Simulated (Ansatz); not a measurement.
# BBrFH3: the cost of one run

Method: RKS B3LYP/def2-SVP, in Ansatz 0.2.0.

### 1 The starting structure

Bond lengths: B1–F2 1.670 Å, B1–H3 1.190 Å, B1–H4 1.190 Å, B1–Br5 2.340 Å, Br5–H6 1.506 Å. Angles: F2–B1–H3 120.0°, F2–B1–H4 120.0°, F2–B1–Br5 71.6°, H3–B1–H4 120.0°, H3–B1–Br5 97.0°, H4–B1–Br5 101.2°, B1–Br5–H6 58.3°.

Structure file:

```xyz
6

B     0.0000    0.0000    0.0000
F     0.0000    0.0000    1.6700
H     1.0305    0.0000   -0.5950
H    -1.0305    0.0000   -0.5950
Br    0.0978   -2.2185    0.7379
H     0.0469   -1.0647    1.7044
```

### 2 A restrained relaxation towards end A

Springs on the bonds that form and break draw the guess towards this end; the thresholds are loose.

The input, input.yaml:

```yaml
crystal:
  periodic: [false, false, false]
  atoms:
    - { symbol: B, position_ang: [0.0, 0.0, 0.0] }
    - { symbol: F, position_ang: [0.0, 0.0, 1.67] }
    - { symbol: H, position_ang: [1.0305, 0.0, -0.595] }
    - { symbol: H, position_ang: [-1.0305, 0.0, -0.595] }
    - { symbol: Br, position_ang: [0.0978, -2.2185, 0.7379] }
    - { symbol: H, position_ang: [0.0469, -1.0647, 1.7044] }
basis:
  gaussian: { orbitals: def2-SVP }
hamiltonian:
  xc: b3lyp
relax:
  f_tol: 0.15
  max_steps: 25
  restrain:
    - { distance: [0, 4], at: 3.24, k: 30.0 }
    - { distance: [5, 1], at: 2.12, k: 30.0 }
    - { distance: [0, 1], at: 1.32, k: 30.0 }
    - { distance: [5, 4], at: 1.55, k: 30.0 }
```

Run with:

```console
> ansatz run input.yaml --threads 2 --pin off --max-ram 3072MiB --backend cpu --events-out ev --progress --plain --runs-dir out
```

Q: Estimate wall time and peak memory on 2 threads of Arm Neoverse V2, shared host.

About 7.6 s, with a peak of 0.17 GiB.
